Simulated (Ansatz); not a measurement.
# CH₆OSiSn: a ladder of functionals and wavefunction methods

One table from this session's results is given with a row withheld; the runs are named, their logs left out.

Method: functionals in def2-TZVPP, the program's frozen cores in correlated methods; program: Ansatz 0.2.0, Gaussian basis.

Plan: PBE-D4, r2SCAN-D4, PBE0-D4, B3LYP-D4, ωB97X-V, ωB97M-V, B2PLYP; CCSD(T)/def2-TZVPP; MP2/def2-QZVPP; extrapolation to the limit.

## Structure used throughout

The geometry comes from an earlier relaxation with PBE0-D4 in a triple-zeta def2 set; it is a stationary point, not always the lowest conformer. Sn takes the def2 core potential; no spin-orbit term is included.

SMILES `[SnH3][SiH]1CO1`, 10 atoms, charge 0, spin multiplicity 1.

Atoms are counted from 1 here; the program's logs count them from 0.

Bond lengths: Sn1–Si2 2.553 Å, Sn1–H5 1.706 Å, Sn1–H6 1.707 Å, Sn1–H7 1.704 Å, Si2–C3 1.815 Å, Si2–O4 1.675 Å, Si2–H8 1.486 Å, C3–O4 1.462 Å, C3–H9 1.088 Å, C3–H10 1.088 Å. Angles: Si2–Sn1–H5 110.9°, Si2–Sn1–H6 110.2°, Si2–Sn1–H7 109.0°, H5–Sn1–H6 108.4°, H5–Sn1–H7 109.2°, H6–Sn1–H7 109.1°, Sn1–Si2–C3 121.9°, Sn1–Si2–O4 116.0°, Sn1–Si2–H8 117.1°, C3–Si2–O4 49.3°, C3–Si2–H8 118.8°, O4–Si2–H8 114.9°, Si2–C3–O4 60.3°, Si2–C3–H9 121.1°, Si2–C3–H10 121.9°, O4–C3–H9 113.1°, O4–C3–H10 113.4°, H9–C3–H10 113.9° and more.

The first run:

in.yaml

```yaml
crystal:
  periodic: [false, false, false]
  atoms:
    - {symbol: Sn, position_ang: [-1.220239, 1.112447, -0.950879]}
    - {symbol: Si, position_ang: [-0.117648, -0.831706, 0.283387]}
    - {symbol: C, position_ang: [1.516879, -0.672083, 1.056430]}
    - {symbol: O, position_ang: [1.398245, -1.284098, -0.265638]}
    - {symbol: H, position_ang: [-1.801365, 0.614703, -2.475385]}
    - {symbol: H, position_ang: [-2.535438, 1.716077, -0.045102]}
    - {symbol: H, position_ang: [-0.074475, 2.355407, -1.165791]}
    - {symbol: H, position_ang: [-0.996419, -1.957706, 0.693320]}
    - {symbol: H, position_ang: [1.846480, -1.371028, 1.823019]}
    - {symbol: H, position_ang: [2.067081, 0.266786, 1.049540]}
basis:
  gaussian: {orbitals: def2-TZVPP}
hamiltonian: {xc: pbe, dispersion: d4}
output: {forces: true, orbitals: {seedname: orbitals}}
```

Command:

```bash
$ ansatz run in.yaml --threads 4 --pin off --events-out ev --progress --plain --max-ram 10444MiB
```

Steps of the session up to this table: PBE-D4 (GGA); r2SCAN-D4 (meta-GGA); PBE0-D4 (hybrid); B3LYP-D4 (hybrid); ωB97X-V (range-separated); ωB97M-V (range-separated); B2PLYP (double hybrid); CCSD(T) in def2-TZVPP; MP2 in def2-QZVPP.

One table of the session follows, with a row left open; its other results are not shown here.

It belongs to the step «Atomisation energies». 

| method | atomisation energy (kcal/mol) |
| --- | --- |
| PBE-D4 | 748.2 |
| r2SCAN-D4 | 742.2 |
| PBE0-D4 | 735.3 |
| B3LYP-D4 | 736.6 |
| ωB97X-V | 747.0 |
| ωB97M-V | 741.1 |
| B2PLYP | 727.8 |
| HF/def2-TZVPP | 516.3 |
| MP2/def2-TZVPP | 724.4 |
| CCSD/def2-TZVPP | ? |
| CCSD(T)/def2-TZVPP | 722.7 |
| MP2/CBS | 745.7 |
| CCSD(T)/CBS | 744.1 |

**Question.** Estimate the row for CCSD/def2-TZVPP.

The run gave: atomisation energy (kcal/mol): 710.5. In the column «atomisation energy (kcal/mol)» it lies between HF/def2-TZVPP (516.3) and CCSD(T)/def2-TZVPP (722.7).
